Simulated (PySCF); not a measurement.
# The bond of NaTl, level by level

An exercise on one series of results from a longer session: the logs are not shown, and one member is left open.

Program: PySCF 2.14.0. Level of theory: Na def2-SVPD, Tl def2-SVPD with ECP60, scalar-relativistic core potentials. These are calculated values, not measurements.

Set-up of the first run:

Settings of the job:

```json
{"atoms": "Na, Tl", "charge": "0", "basis": "Na def2-SVPD, Tl def2-SVPD with ECP60", "Hamiltonian": "scalar-relativistic core potentials", "basis functions": "50", "electrons treated": "32", "masses in u": "22.9898, 204.9744", "levels": "PBE0, PBE, r²SCAN, r²SCANh, BP86, M06-L, ωB97X, HF, MP2, SCS-MP2, CCSD, CCSD(T)", "grid": "80 radial by 434 angular points", "occupations": "held fixed by the projection of orbital angular momentum", "dissociation limit": "Na + Tl, each in its ground configuration", "starting distance in angstrom": "3.005", "values of 2S to try": "0, 2"}
```

Started as:

```console
> OMP_NUM_THREADS=1 python dia.py task.json out
```

Among the steps run: Input; PBE0 along the bond; Higher solutions at PBE0; PBE (GGA); r²SCAN; r²SCANh (hybrid meta-GGA); BP86; M06-L; ωB97X; RHF; Correlated methods on the Hartree–Fock reference.

One table of the session follows, with a row left open; its other results are not shown here.

It belongs to the step «The curves together». Energy (eV) from each level's lowest point:

```
R (Å)    RHF  RHF-MP2  RHF-SCS-MP2  RHF-CCSD  RHF-CCSD(T)
2.815  0.296    0.249        0.262       n/a          n/a
2.946  0.151    0.117        0.127     0.128        0.127
3.077  0.062    0.041        0.047     0.048        0.048
3.175      ?        ?            ?         ?            ?
3.273  0.004    0.000        0.000     0.000        0.001
3.371  0.000    0.004        0.001     0.000        0.000
3.502  0.013    0.026        0.019     0.016        0.016
3.666  0.053    0.076        0.064     0.057        0.054
3.862  0.124    0.156        0.139     0.124        0.118
4.124  0.245    0.282        0.258       n/a          n/a
```

Estimate the missing values for R (Å) = 3.175.

Worked estimate for «RHF». A straight line through the neighbours (3.077, 0.062) and (3.273, 0.004) gives 0.062 + (0.004 − 0.062) × (3.175 − 3.077) / (3.273 − 3.077) = 0.033; a parabola fitted to 4 rows on both sides gives 0.023.

The run gave: RHF: 0.024; RHF-MP2: 0.011; RHF-SCS-MP2: 0.014; RHF-CCSD: 0.015; RHF-CCSD(T): 0.015. In «RHF» the line misses by +0.009 and the parabola by -0.001.
